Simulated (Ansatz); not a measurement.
# CH₈AlNSi: one species, many methods

The task here is to estimate one member of a computed series from the others.

Computed with Ansatz 0.2.0, Gaussian basis. Level: functionals in def2-TZVPP, the program's frozen cores in correlated methods.

Levels to be run: LDA (SPW92), PBE-D4, revPBE-D4, BLYP-D4, r2SCAN-D4, B97M-V, PBE0-D4, B3LYP-D4, r2SCANh-D4, r2SCAN0-D4, HSE06-D4, BHLYP-D4, CAM-B3LYP-D4, LC-ωPBE, ωB97X-V, ωB97M-V, B2PLYP, PBE-QIDH; CCSD(T)/def2-SVP; CCSD(T)/def2-TZVPP; MP2/def2-QZVPP; extrapolation to the limit; RPA on PBE.

### The relaxed structure

The geometry comes from an earlier relaxation with PBE0-D4 in a triple-zeta def2 set; it is a stationary point, not always the lowest conformer.

12 atoms, charge 0, spin multiplicity 1.

Atoms are counted from 1 here; the program's logs count them from 0.

Bond lengths: N1–C2 1.520 Å, N1–Al3 2.002 Å, N1–H5 1.010 Å, N1–H6 1.010 Å, C2–Al3 1.954 Å, C2–H7 1.087 Å, C2–H8 1.087 Å, Al3–Si4 2.449 Å, Al3–H9 1.590 Å, Si4–H10 1.497 Å, Si4–H11 1.493 Å, Si4–H12 1.493 Å. Angles: C2–N1–Al3 65.8°, C2–N1–H5 114.0°, C2–N1–H6 113.9°, Al3–N1–H5 123.5°, Al3–N1–H6 122.4°, H5–N1–H6 109.2°, N1–C2–Al3 69.1°, N1–C2–H7 110.6°, N1–C2–H8 110.7°, Al3–C2–H7 122.8°, Al3–C2–H8 123.2°, H7–C2–H8 110.5°, N1–Al3–C2 45.2°, N1–Al3–Si4 109.4°, N1–Al3–H9 110.2°, C2–Al3–Si4 116.6°, C2–Al3–H9 117.9°, Si4–Al3–H9 125.4° and more.

The first run:

File in.yaml:

```yaml
crystal:
  periodic: [false, false, false]
  atoms:
    - {symbol: N, position_ang: [-1.346443, 0.784779, 0.060859]}
    - {symbol: C, position_ang: [-0.238291, 1.396948, 0.902402]}
    - {symbol: Al, position_ang: [-0.052231, -0.546336, 0.809052]}
    - {symbol: Si, position_ang: [1.345299, -1.427580, -0.998133]}
    - {symbol: H, position_ang: [-1.342228, 1.084104, -0.904060]}
    - {symbol: H, position_ang: [-2.271581, 0.915952, 0.445282]}
    - {symbol: H, position_ang: [-0.652128, 1.907933, 1.767868]}
    - {symbol: H, position_ang: [0.361321, 2.080898, 0.307922]}
    - {symbol: H, position_ang: [-0.751073, -1.416809, 1.940739]}
    - {symbol: H, position_ang: [1.438281, -0.439014, -2.118739]}
    - {symbol: H, position_ang: [0.835637, -2.693467, -1.604813]}
    - {symbol: H, position_ang: [2.750537, -1.702507, -0.574381]}
basis:
  gaussian: {orbitals: def2-TZVPP}
hamiltonian: {xc: lda}
output: {orbitals: {seedname: orbitals}}
```

Among the steps run: LDA; PBE-D4 (GGA); revPBE-D4 (GGA); BLYP-D4 (GGA); r2SCAN-D4 (meta-GGA); B97M-V (meta-GGA); PBE0-D4 (hybrid); B3LYP-D4 (hybrid); r2SCANh-D4 (hybrid); r2SCAN0-D4 (hybrid); HSE06-D4 (hybrid); BHLYP-D4 (hybrid); CAM-B3LYP-D4 (range-separated); LC-ωPBE (range-separated); ωB97X-V (range-separated); ωB97M-V (range-separated); B2PLYP (double hybrid); PBE-QIDH (double hybrid).

One table of the session follows, with a row left open; its other results are not shown here.

It belongs to the step «Frontier levels by functional». 

```
  functional  HOMO (eV)  gap (eV)
 LDA (SPW92)      -5.79      4.49
      PBE-D4      -5.68      4.52
   revPBE-D4      -5.63      4.55
     BLYP-D4      -5.55      4.50
   r2SCAN-D4          ?         ?
      B97M-V      -5.99      4.89
     PBE0-D4      -6.84      6.45
    B3LYP-D4      -6.64      6.04
  r2SCANh-D4      -6.34      5.75
  r2SCAN0-D4      -6.99      6.78
    HSE06-D4      -6.45      5.68
    BHLYP-D4      -7.90      8.26
CAM-B3LYP-D4      -8.16      8.69
     LC-ωPBE      -9.49     11.12
     ωB97X-V      -9.16     10.63
     ωB97M-V      -8.96     10.10
```

Q: Estimate the row for r2SCAN-D4 from the others.

Worked estimate for «HOMO (eV)». Against the share of exact exchange, r2SCANh-D4 (0.1, -6.34), r2SCAN0-D4 (0.25, -6.99) give a slope of -4.33 per unit share; at 0 the line stands at -5.91.

The run gave: HOMO (eV): -5.90; gap (eV): 5.06. In «HOMO (eV)» the line misses by -0.01.
